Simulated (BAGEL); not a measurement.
# BCNF2 (SMILES N#CB(F)F) at HF/3-21G (density fitting with qzvpp-jkfit)

What is the vertical electron affinity of BCNF2 at HF/3-21G (density fitting with qzvpp-jkfit)? 

The results are computed with BAGEL 1.2.2.

### 1 The structure to begin with

The species is BCNF2 (5 atoms), meant as a singlet with charge 0. As SMILES, `N#CB(F)F`. The shape is that of a PBE0-D4/def2-TZVP optimisation.

Bond lengths: N1–C2 1.150 Å, C2–B3 1.543 Å, B3–F4 1.306 Å, B3–F5 1.306 Å. Angles: N1–C2–B3 180.0°, C2–B3–F4 119.9°, C2–B3–F5 119.9°, F4–B3–F5 120.2°.

### 2 A single-point energy at HF/3-21G (density fitting with qzvpp-jkfit)

File calc.json:

```json
{ "bagel": [

{
  "title": "molecule",
  "basis": "3-21g",
  "df_basis": "qzvpp-jkfit",
  "angstrom": true,
  "geometry": [
    { "atom": "N", "xyz": [      -0.715100,       1.789700,       0.801000 ] },
    { "atom": "C", "xyz": [      -0.319400,       0.804800,       0.359300 ] },
    { "atom": "B", "xyz": [       0.212000,      -0.517400,      -0.233800 ] },
    { "atom": "F", "xyz": [       1.451200,      -0.872800,      -0.026200 ] },
    { "atom": "F", "xyz": [      -0.578700,      -1.277900,      -0.941900 ] }
  ]
},

{ "title": "hf" },

{ "title": "print", "file": "orbitals.molden", "orbitals": true }

]}
```

The run is started by

```console
$ BAGEL_NUM_THREADS=1 BAGEL calc.json > calc.out
```

Output:

```text
* using 1 threads per process

  ===============================================================
  ===============================================================

  *** Geometry ***

  { "atom" : "N", "xyz" : [     -1.351343,      3.382043,      1.513671 ] },
  { "atom" : "C", "xyz" : [     -0.603579,      1.520852,      0.678979 ] },
  { "atom" : "B", "xyz" : [      0.400622,     -0.977744,     -0.441818 ] },
  { "atom" : "F", "xyz" : [      2.742371,     -1.649353,     -0.049511 ] },
  { "atom" : "F", "xyz" : [     -1.093585,     -2.414881,     -1.779933 ] },

  Number of auxiliary basis functions:      381

  Since a DF basis is specified, we compute 2- and 3-index integrals:
    o Being stored without compression. Storage requirement is 0.006 GB

  Number of basis functions:       45
  Number of electrons      :       36

    * METHOD: MOLECULE                             0.10

  *** RHF ***

  === Nuclear Repulsion ===
   133.9340548209

      * DIIS with orbital gradients will be used.

  === RHF iteration (3-21g) ===
      0       -314.08001788          0.03827865           0.02
      1       -314.17688598          0.03090158           0.02
      2       -314.29348361          0.00374835           0.02
      3       -314.29560388          0.00159269           0.02
      4       -314.29605434          0.00022501           0.02
      5       -314.29607705          0.00009737           0.02
      6       -314.29608207          0.00004892           0.02
      7       -314.29608377          0.00002291           0.02
      8       -314.29608419          0.00000773           0.02
      9       -314.29608422          0.00000353           0.02
     10       -314.29608423          0.00000106           0.02
     11       -314.29608423          0.00000044           0.02
     12       -314.29608423          0.00000009           0.02
     13       -314.29608423          0.00000003           0.02
     14       -314.29608423          0.00000001           0.02
     15       -314.29608423          0.00000001           0.02
    * SCF iteration converged.

    * Permanent dipole moment:
           (   -0.177090,     0.440808,     0.197747) a.u.

    * METHOD: HF                                   0.41

    * METHOD: PRINT                                0.01

  ===============================================================
```

Wall time 0.65 s (1 thread of Arm Neoverse V1, shared host).

### 3 The doublet anion at the same level

File calc.json:

```json
{ "bagel" : [

{
  "title" : "molecule",
  "basis" : "3-21g",
  "df_basis" : "qzvpp-jkfit",
  "angstrom" : "true",
  "geometry" : [
    { "atom" : "N", "xyz" : [      -0.715100,       1.789700,       0.801000 ] },
    { "atom" : "C", "xyz" : [      -0.319400,       0.804800,       0.359300 ] },
    { "atom" : "B", "xyz" : [       0.212000,      -0.517400,      -0.233800 ] },
    { "atom" : "F", "xyz" : [       1.451200,      -0.872800,      -0.026200 ] },
    { "atom" : "F", "xyz" : [      -0.578700,      -1.277900,      -0.941900 ] }
  ]
},

{ "title" : "uhf", "charge" : -1, "nopen" : 1 },

{ "title" : "print", "file" : "orbitals.molden", "orbitals" : "true" }

]}
```

The run is started by

```console
$ BAGEL_NUM_THREADS=1 BAGEL calc.json > calc.out
```

Output:

```text
* using 1 threads per process

  ===============================================================
  ===============================================================

  *** Geometry ***

  { "atom" : "N", "xyz" : [     -1.351343,      3.382043,      1.513671 ] },
  { "atom" : "C", "xyz" : [     -0.603579,      1.520852,      0.678979 ] },
  { "atom" : "B", "xyz" : [      0.400622,     -0.977744,     -0.441818 ] },
  { "atom" : "F", "xyz" : [      2.742371,     -1.649353,     -0.049511 ] },
  { "atom" : "F", "xyz" : [     -1.093585,     -2.414881,     -1.779933 ] },

  Number of auxiliary basis functions:      381

  Since a DF basis is specified, we compute 2- and 3-index integrals:
    o Being stored without compression. Storage requirement is 0.006 GB

  Number of basis functions:       45
  Number of electrons      :       36

    * METHOD: MOLECULE                             0.10

  *** Open-shell HF ***

  === Nuclear Repulsion ===
   133.9340548209

      * DIIS with orbital gradients will be used.

  === UHF iteration (3-21g) ===
      0       -314.02120556          0.07161722           0.04
      1       -314.15019478          0.05045177           0.04
      2       -314.18999859          0.03896291           0.04
      3       -314.24420211          0.00327012           0.04
      4       -314.24558054          0.00124844           0.04
      5       -314.24659510          0.00073470           0.04
      6       -314.24705249          0.00045733           0.04
      7       -314.24734662          0.00033094           0.04
      8       -314.24762499          0.00015963           0.04
      9       -314.24775012          0.00007047           0.04
     10       -314.24779544          0.00005033           0.04
     11       -314.24782765          0.00003429           0.04
     12       -314.24787221          0.00001745           0.04
     13       -314.24788669          0.00001151           0.04
     14       -314.24789701          0.00000739           0.04
     15       -314.24790045          0.00000362           0.05
     16       -314.24790147          0.00000151           0.04
     17       -314.24790158          0.00000109           0.04
     18       -314.24790166          0.00000035           0.04
     19       -314.24790166          0.00000018           0.04
     20       -314.24790166          0.00000011           0.04
     21       -314.24790166          0.00000007           0.04
     22       -314.24790166          0.00000002           0.04
     23       -314.24790166          0.00000001           0.04
     24       -314.24790166          0.00000001           0.04
    * SCF iteration converged.

    * S^2 (UHF) is 0.8296

    * Permanent dipole moment:
           (   -0.425495,     1.058964,     0.474939) a.u.

    * METHOD: UHF                                  1.14

    * METHOD: PRINT                                0.01

  ===============================================================
```

Run time: 1.4 s. Hardware: 1 thread of Arm Neoverse V1, shared host.

### 4 Summary of results

Level: HF/3-21G (density fitting with qzvpp-jkfit).

| quantity | value |
| --- | --- |
| singlet BCNF2: total energy | -314.29608 Eh |
| singlet BCNF2: dipole moment | 1.31 D |
| singlet BCNF2: HOMO energy | -14.00 eV |
| singlet BCNF2: LUMO energy | 1.94 eV |
| singlet BCNF2: HOMO–LUMO gap | 15.94 eV |
| doublet anion: total energy | -314.24790 Eh |
| doublet anion: ⟨S²⟩ | 0.830 |
| vertical electron affinity (to the doublet anion) | -1.311 eV |

In words: The anion lies 1.31 eV (30 kcal/mol) above the neutral: the electron isn't bound at this level, and such a value depends on the basis. Without diffuse functions anions come out too high. Hartree–Fock misses the correlation that binds many anions.
